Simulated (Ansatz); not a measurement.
# GeNH₅ (triplet): the correlation ladder at distance Ge1–H5 along a hydrogen transfer = 1.636 Å, cc-pVDZ

The task here is to estimate one member of a computed series from the others.

Method: cc-pVDZ, core rule «outside noble gas», up to 15 orbitals frozen; program: Ansatz 0.2.0, Gaussian basis.

To be run: UHF; CCSD(T) on ROHF; CCSD(T) on UHF; BCCD(T) on ROHF; CISD; CCSDT(Q) on ROHF; CCSDT(Q) on UHF; CASSCF and MRCISD+Q, 4 electrons in 4 orbitals; CASSCF and NEVPT2, 4 electrons in 4 orbitals.

## The system

The geometry derives from fragments relaxed apart (PBE0/def2-TZVP) and kept rigid, so it is no stationary point. A hydrogen atom is moved between rigid fragments. No spin-orbit coupling is included. The filled d shell of Ge may be among the frozen orbitals whatever the setting's name suggests; the logs give the count.

7 atoms, charge 0, spin multiplicity 3.

Atoms are counted from 1 here; the program's logs count them from 0.

Bond lengths: Ge1–H2 1.534 Å, Ge1–H3 1.534 Å, Ge1–H4 1.534 Å, Ge1–H5 1.636 Å, N6–H7 1.040 Å. Angles: H2–Ge1–H3 109.5°, H2–Ge1–H4 109.5°, H2–Ge1–H5 109.5°, H3–Ge1–H4 109.5°, H3–Ge1–H5 109.5°, H4–Ge1–H5 109.5°.

Set-up of the first run:

Contents of in.yaml:

```yaml
crystal:
  periodic: [false, false, false]
  atoms:
    - {symbol: Ge, position_ang: [-0.542357, 0.011040, 0.000000]}
    - {symbol: H, position_ang: [-1.053807, 1.457639, 0.000001]}
    - {symbol: H, position_ang: [-1.053807, -0.712260, 1.252791]}
    - {symbol: H, position_ang: [-1.053807, -0.712259, -1.252792]}
    - {symbol: H, position_ang: [1.093643, 0.011040, 0.000000]}
    - {symbol: N, position_ang: [2.744643, 0.011040, 0.000000]}
    - {symbol: H, position_ang: [3.013724, -0.993187, -0.000001]}
basis:
  gaussian: {orbitals: cc-pVDZ}
magnetization: {spin_polarized: true, initial_magnetization: 2}
hamiltonian: {xc: hf}
output: {orbitals: {seedname: orbitals}}
```

Run with:

```console
ansatz run in.yaml --threads 1 --pin off --events-out ev --progress --plain --max-ram 2816MiB --backend cpu
```

Steps of the session up to this table: UHF; CCSD(T) on ROHF; CCSD(T) on UHF; BCCD(T) on ROHF; CISD; CCSDT(Q) on ROHF; CCSDT(Q) on UHF; CASSCF and MRCISD+Q, 4 electrons in 4 orbitals; CASSCF and NEVPT2, 4 electrons in 4 orbitals.

One table of the session follows, with a row left open; its other results are not shown here.

```
       method  from UCCSDT(Q) (kcal/mol)
         ROHF                          ?
          UHF                    +176.75
         RMP2                     +35.25
         UMP2                     +35.07
         CISD                     +19.73
        RCCSD                      +4.11
        UCCSD                      +4.02
     RCCSD(T)                      +0.85
     UCCSD(T)                      +0.82
      BCCD(T)                      +0.84
       RCCSDT                      +0.19
       UCCSDT                      +0.15
    RCCSDT(Q)                      +0.04
    UCCSDT(Q)                          0
  CASSCF pair                    +167.63
  NEVPT2 pair                     +33.77
  MRCISD pair                     +17.49
MRCISD+Q pair                      +1.56
```

Q: Estimate the row for ROHF from the others.

The run gave: from UCCSDT(Q) (kcal/mol): +182.09. In the column «from UCCSDT(Q) (kcal/mol)» it is the highest.

Some runs used a GPU and others CPU threads alone; cost is compared among the CPU runs only.

Among the levels timed on like hardware, those that no quicker one beats, quickest first: UCCSD(T) (3 s, +0.82 kcal/mol).

Caveats from the session: Of the multireference levels listed MRCISD+Q pair comes nearest in total energy (+1.56 kcal/mol), which doesn't show that its space is the better one. Restricted and unrestricted rows rest on different reference determinants; where their highest levels disagree by more than a few hundredths of an eV, they describe different states and don't form one ladder.
